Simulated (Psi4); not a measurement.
# InSiH5 (SMILES [SiH3][InH2]): MP2/def2-TZVP (core potential, sweep point 8)

What is the vertical electron affinity of InSiH5 at MP2/def2-TZVP (core potential, sweep point 8)? 

Program for the calculation: Psi4 1.11.

2 further runs of the same task are left out: 2 set aside as unsound or not needed.

## Step 1: The system as given

The species is InSiH5 (7 atoms), meant as a singlet with charge 0. As SMILES, `[SiH3][InH2]`. Geometry: relaxed at PBE0-D4/def2-TZVP.

Bond lengths: Si1–In2 2.575 Å, Si1–H3 1.488 Å, Si1–H4 1.491 Å, Si1–H5 1.491 Å, In2–H6 1.729 Å, In2–H7 1.730 Å. Angles: Si1–In2–H6 122.1°, Si1–In2–H7 119.9°, In2–Si1–H3 113.2°, In2–Si1–H4 110.5°, In2–Si1–H5 110.1°, H6–In2–H7 118.0°, H3–Si1–H4 107.8°, H3–Si1–H5 107.7°, H4–Si1–H5 107.3°.

## Step 2: The energy at MP2/def2-TZVP (core potential, sweep point 8)

File job.dat:

```
memory 1600 MB

molecule geom {
  0 1
  Si    -0.667100    -0.641500    -0.642100
  In     0.830800     0.837600     0.840500
  H     -2.119900    -0.371100    -0.463600
  H     -0.432000    -2.083300    -0.345900
  H     -0.338000    -0.425500    -2.080000
  H      0.179100     2.062100     1.872000
  H      2.547100     0.621800     0.819100
  symmetry c1
}

set puream true
set scf_type pk
set num_frozen_docc 9
set mp2_type conv

energy('mp2/def2-TZVP')
print_variables()
```

Command:

```
$ psi4 -n 1 job.dat job.out
```

job.out:

```text
[...]
    !!!  WARNING: ECP capability is in beta. Please check occupations closely.  !!!
[...]
  Running in c1 symmetry.
[...]
  Nuclear repulsion =  103.451878183438424
[...]
  Multiplicity = 1
[...]
  Nalpha       = 20
  Nbeta        = 20
[...]
    Number of basis functions: 117
[...]
   @RHF iter   1:  -480.96357650707120   -1.30702e+00   3.07490e-03 ADIIS/DIIS
[...]
   @RHF iter  11:  -481.03164296744853   -6.08225e-12   3.52743e-09 DIIS
[...]
    Orbital Energies [Eh]
    ---------------------
    Doubly Occupied:
       1A    -68.765818     2A     -6.116881     3A     -5.384268
       4A     -4.222950     5A     -4.222806     6A     -4.222726
       7A     -3.645660     8A     -3.635719     9A     -3.635349
      10A     -1.033100    11A     -1.026179    12A     -1.025329
      13A     -1.021843    14A     -1.019074    15A     -0.711686
      16A     -0.543417    17A     -0.480527    18A     -0.479691
      19A     -0.403657    20A     -0.356089
[...]
  @RHF Final Energy:  -481.03164296744853
   => Energetics <=
    Nuclear Repulsion Energy =            103.4518781834384242
    One-Electron Energy =                -945.0615069782662658
    Two-Electron Energy =                 360.5779858273792797
    Total Energy =                       -481.0316429674485335
[...]
 Multipole Moments:
 ------------------------------------------------------------------------------------
     Multipole            Electronic (a.u.)      Nuclear  (a.u.)        Total (a.u.)
 ------------------------------------------------------------------------------------
 L = 1.  Multiply by 2.5417464519 to convert [e a0] to [Debye]
 Dipole X            :         24.1375145          -24.1494465           -0.0119320
 Dipole Y            :         24.0333741          -24.0119898            0.0213843
 Dipole Z            :         24.1009609          -24.0777811            0.0231799
 Magnitude           :                                                    0.0337189
[...]
	SCS-MP2 Total Energy (a.u.)        :  -481.42946009033460
	SOS-MP2 Total Energy (a.u.)        :  -481.42342957259245
	SCSN-MP2 Total Energy (a.u.)       :  -481.22260973767777
[...]
	SOS-PI-MP2 Total Energy (a.u.)     :  -481.45356700375737
[...]
	MP2 Total Energy (a.u.)            :  -481.44152112581889
[...]
```

It took 9.9 s on 1 thread of Intel Xeon Platinum 8488C (Sapphire Rapids), shared host; peak memory 0.95 GiB.

## Step 3: The doublet anion, same level

File calc.in:

```
memory 1.6 GB

molecule {
  -1 2
  Si    -0.667100    -0.641500    -0.642100
  In     0.830800     0.837600     0.840500
  H     -2.119900    -0.371100    -0.463600
  H     -0.432000    -2.083300    -0.345900
  H     -0.338000    -0.425500    -2.080000
  H      0.179100     2.062100     1.872000
  H      2.547100     0.621800     0.819100
  symmetry c1
}

set globals {
  basis def2-TZVP
  reference uhf
  puream true
  scf_type pk
  num_frozen_docc 9
  mp2_type conv
  maxiter 150
}

e_tot, wfn = energy("mp2", return_wfn=True)
```

Command:

```
$ psi4 -n 1 calc.in calc.out
```

calc.out:

```text
[...]
    !!!  WARNING: ECP capability is in beta. Please check occupations closely.  !!!
[...]
  Running in c1 symmetry.
[...]
  Nuclear repulsion =  103.451878183438424
[...]
  Multiplicity = 2
[...]
  Nalpha       = 21
  Nbeta        = 20
[...]
    Number of basis functions: 117
[...]
   @UHF iter   1:  -480.89307869117965   -1.23653e+00   3.87613e-03 DIIS/ADIIS
[...]
   @UHF iter  14:  -481.03255303273272   -3.00133e-11   9.16717e-09 DIIS
[...]
   @S^2 Observed:                7.661405125E-01
[...]
    Orbital Energies [Eh]
    ---------------------
    Alpha Occupied:
       1A    -68.605314     2A     -5.955219     3A     -5.171178
       4A     -4.061503     5A     -4.061317     6A     -4.060633
       7A     -3.429249     8A     -3.424181     9A     -3.423730
      10A     -0.814983    11A     -0.813329    12A     -0.811397
      13A     -0.810770    14A     -0.810357    15A     -0.552477
      16A     -0.365973    17A     -0.329390    18A     -0.328319
      19A     -0.212485    20A     -0.176187    21A     -0.015589
    Alpha Virtual:
      22A      0.213080    23A      0.228450    24A      0.260527
      25A      0.269902    26A      0.291156    27A      0.307307
[...]
  @UHF Final Energy:  -481.03255303273272
   => Energetics <=
    Nuclear Repulsion Energy =            103.4518781834384242
    One-Electron Energy =                -952.5398735638541439
    Two-Electron Energy =                 368.0554423476829697
    Total Energy =                       -481.0325530327327215
  UHF NO Occupations:
  HONO-2 :   19  A 1.9988699
  HONO-1 :   20  A 1.9943280
[...]
 Multipole Moments:
 ------------------------------------------------------------------------------------
     Multipole            Electronic (a.u.)      Nuclear  (a.u.)        Total (a.u.)
 ------------------------------------------------------------------------------------
 L = 1.  Multiply by 2.5417464519 to convert [e a0] to [Debye]
 Dipole X            :         23.9560575          -24.1494465           -0.1933890
 Dipole Y            :         23.8103875          -24.0119898           -0.2016023
 Dipole Z            :         23.8687339          -24.0777811           -0.2090472
 Magnitude           :                                                    0.3489176
[...]
	SCS-MP2 Total Energy (a.u.)        :  -481.44370437039100
	SOS-MP2 Total Energy (a.u.)        :  -481.40438741276313
	SCSN-MP2 Total Energy (a.u.)       :  -481.24014656900795
[...]
	SOS-PI-MP2 Total Energy (a.u.)     :  -481.46635980943489
[...]
	MP2 Total Energy (a.u.)            :  -481.46036588897505
[...]
```

Wall time 12 s (1 thread of Intel Xeon Platinum 8488C (Sapphire Rapids), shared host); peak memory 0.97 GiB.

## Step 4: Outcome

Level: MP2/def2-TZVP (core potential, sweep point 8), 9 core orbitals frozen.

| quantity | value |
| --- | --- |
| singlet InSiH5: total energy | -481.44152 Eh |
| singlet InSiH5: HOMO energy (Hartree–Fock orbitals) | -9.69 eV |
| singlet InSiH5: LUMO energy (Hartree–Fock orbitals) | 0.32 eV |
| singlet InSiH5: HOMO–LUMO gap (Hartree–Fock orbitals) | 10.01 eV |
| singlet InSiH5: correlation energy (9 core orbitals frozen) | -409.9 mEh |
| doublet anion: total energy | -481.46037 Eh |
| doublet anion: HOMO energy (Hartree–Fock orbitals) (highest over α and β) | -0.42 eV |
| doublet anion: LUMO energy (Hartree–Fock orbitals) (lowest over α and β) | 5.38 eV |
| doublet anion: correlation energy (9 core orbitals frozen) | -427.8 mEh |
| doublet anion: ⟨S²⟩ of the reference determinant | 0.766 |
| vertical electron affinity (to the doublet anion) | 0.513 eV |

At fixed nuclei the extra electron is bound by 0.51 eV (11.8 kcal/mol). The basis has no diffuse functions, so the error can be as large as this value.
